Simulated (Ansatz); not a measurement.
# C3H8SSi: the cost of one run

Program: Ansatz 0.2.0. Level of theory: RKS BHLYP/def2-SVP. These are calculated values, not measurements.

## Step 1: Starting point

Bond lengths: C1–C2 1.545 Å, C2–Si3 1.868 Å, C2–C4 1.476 Å, C4–S5 1.687 Å, C1–H6 1.065 Å, C1–H7 1.067 Å, C1–H8 1.124 Å, C2–H9 1.138 Å, Si3–H10 1.534 Å, Si3–H11 1.464 Å, Si3–H12 1.493 Å, C4–H13 1.145 Å. Angles (14 of 21 angles, heavy atoms first): C1–C2–Si3 111.5°, C1–C2–C4 112.2°, Si3–C2–C4 108.5°, C2–C4–S5 124.4°, C1–C2–H9 106.9°, Si3–C2–H9 107.4°, C4–C2–H9 110.2°, C2–C1–H6 111.3°, C2–C1–H7 112.2°, C2–C1–H8 105.3°, C2–Si3–H10 109.2°, C2–Si3–H11 110.1°, C2–Si3–H12 111.7°, C2–C4–H13 120.1°.

As a file:

```xyz
13

C    -0.7181   -0.6314    1.1541
C    -0.0784    0.3882    0.1848
Si    1.5185   -0.2614   -0.5351
C    -0.9821    0.7458   -0.9258
S    -1.6153    2.2886   -1.1800
H    -1.0389   -1.5067    0.6383
H    -0.0946   -0.8345    1.9960
H    -1.6515   -0.1338    1.5342
H     0.1764    1.3130    0.7969
H     2.4818   -0.6107    0.6071
H     1.2656   -1.4812   -1.3032
H     2.2030    0.7642   -1.3775
H    -1.4458   -0.0749   -1.5749
```

## Step 2: End point A

The input, input.yaml:

```yaml
crystal:
  periodic: [false, false, false]
  atoms:
    - { symbol: C, position_ang: [-0.7181, -0.6314, 1.1541] }
    - { symbol: C, position_ang: [-0.0784, 0.3882, 0.1848] }
    - { symbol: Si, position_ang: [1.5185, -0.2614, -0.5351] }
    - { symbol: C, position_ang: [-0.9821, 0.7458, -0.9258] }
    - { symbol: S, position_ang: [-1.6153, 2.2886, -1.18] }
    - { symbol: H, position_ang: [-1.0389, -1.5067, 0.6383] }
    - { symbol: H, position_ang: [-0.0946, -0.8345, 1.996] }
    - { symbol: H, position_ang: [-1.6515, -0.1338, 1.5342] }
    - { symbol: H, position_ang: [0.1764, 1.313, 0.7969] }
    - { symbol: H, position_ang: [2.4818, -0.6107, 0.6071] }
    - { symbol: H, position_ang: [1.2656, -1.4812, -1.3032] }
    - { symbol: H, position_ang: [2.203, 0.7642, -1.3775] }
    - { symbol: H, position_ang: [-1.4458, -0.0749, -1.5749] }
basis:
  gaussian: { orbitals: def2-SVP }
hamiltonian:
  xc: { name: BHLYP }
relax:
  f_tol: 0.02
  max_steps: 50
```

Run with:

```bash
$ ansatz run input.yaml --threads 2 --pin off --max-ram 3072MiB --backend cpu --events-out ev --progress --plain --runs-dir out
```

**Question.** How long does this run take on 2 threads of Arm Neoverse V1, shared host, and how much memory does it need?

About 48 s, with a peak of 0.28 GiB.
